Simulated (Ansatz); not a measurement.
# B4As3N: the band gap up the ladder of functionals

The task here is to estimate one member of a computed series from the others.

The runs shown are made with Ansatz 0.2.0. PAW datasets, plane waves. (Calculated; spin-unpolarised; the phase may be known or hypothetical.)

**Starting point**

The cell was relaxed beforehand with r2SCAN.

The symmetry is Amm2 (No. 38, orthorhombic); a = 3.227 Å, b = 6.401 Å, c = 9.074 Å in the conventional setting, 11.72 Å³ an atom. Near N stand 4 B at 1.67–1.91 Å; near As stand 4 B at 1.95–2.11 Å; near As stand 4 B at 1.97–2.08 Å; near B stand 2 N at 1.91 Å and 2 As at 2.11 Å; near B stand 1 N at 1.67 Å and 3 As at 2.05–2.08 Å.

Coordinates:

```
CELL_PARAMETERS angstrom
3.22747 0.00000 0.00000
0.00000 3.20064 4.53724
0.00000 -3.20064 4.53724
ATOMIC_POSITIONS crystal
N 0.00000 0.00685 0.00685
As 0.50000 0.00501 0.49291
As 0.50000 0.49291 0.00501
As 0.00000 0.50130 0.50130
B 0.50000 0.89491 0.89491
B 0.00000 0.89561 0.32617
B 0.00000 0.32617 0.89561
B 0.50000 0.37725 0.37725
```

Set-up of the first run:

input.yaml

```yaml
crystal:
  lattice:
    - [3.227468711, 0.0, 0.0]
    - [0.0, 3.200638849, 4.5372384035]
    - [0.0, -3.200638849, 4.5372384035]
  atoms:
    - { symbol: "N", position: [0.0, 0.0068514926, 0.0068514926] }
    - { symbol: As, position: [0.5, 0.0050050307, 0.4929060888] }
    - { symbol: As, position: [0.5, 0.4929060888, 0.0050050307] }
    - { symbol: As, position: [0.0, 0.5013048213, 0.5013048213] }
    - { symbol: B, position: [0.5, 0.8949106931, 0.8949106931] }
    - { symbol: B, position: [0.0, 0.8956064981, 0.3261654933] }
    - { symbol: B, position: [0.0, 0.3261654933, 0.8956064981] }
    - { symbol: B, position: [0.5, 0.3772498821, 0.3772498821] }
kpoints:
  mp_grid: { grid: [8, 6, 6] }
  band_path:
    path:
      - [[0.0, 0.0, 0.0], [0.0, 0.5, 0.5], [0.0, 0.6255972001804, 0.3744027998196]]
      - [[0.0, 0.3744027998196, -0.3744027998196], [0.0, 0.0, 0.0], [0.5, 0.0, 0.0], [0.5, 0.3744027998196, -0.3744027998196]]
      - [[0.5, 0.6255972001804, 0.3744027998196], [0.5, 0.5, 0.5], [0.0, 0.5, 0.5]]
      - [[0.0, 0.0, 0.0], [0.0, 0.5, 2.818985505237e-17], [0.5, 0.5, 2.818985505237e-17], [0.5, 0.0, 0.0], [0.5, 0.5, 0.5]]
    npoints: 10
hamiltonian:
  xc: pbe
scf:
  occupations: { method: fermi_dirac, width: 0.02 }
  n_extra_bands: 6
output:
  forces: true
  stress: true
  eigenvalues: true
  write_density: true
  write_potential: true
  elf: true
  volumetric_format: npy
```

Started as:

```console
$ ansatz run input.yaml --threads 4 --pin off --max-ram 6451MiB --backend cpu --events-out ev --progress --plain --runs-dir out
```

Steps of the session up to this table: Band structure with PBE; r2SCAN at the same geometry; HSE06; PBE+SOC at the same geometry.

One of the session's tables, all rows but one given; the rest of the session is left out.

```
  level  gap (eV)
    PBE     -0.04
 r2SCAN      0.01
  HSE06      0.39
PBE+SOC         ?
```

**Question.** Estimate the row for PBE+SOC.

As computed: gap (eV): -0.05. In the column «gap (eV)» it is the lowest.

Meshes: PBE 8×6×6, r2SCAN 8×6×6, HSE06 4×4×4, PBE+SOC 8×6×6

What this shows: PBE finds no gap, while HSE06 opens one of up to 0.39 eV: the level of theory decides whether this is called a metal.

To keep in mind: Warnings in the runs' records: stress scf threshold loose, stress exchange threshold loose.
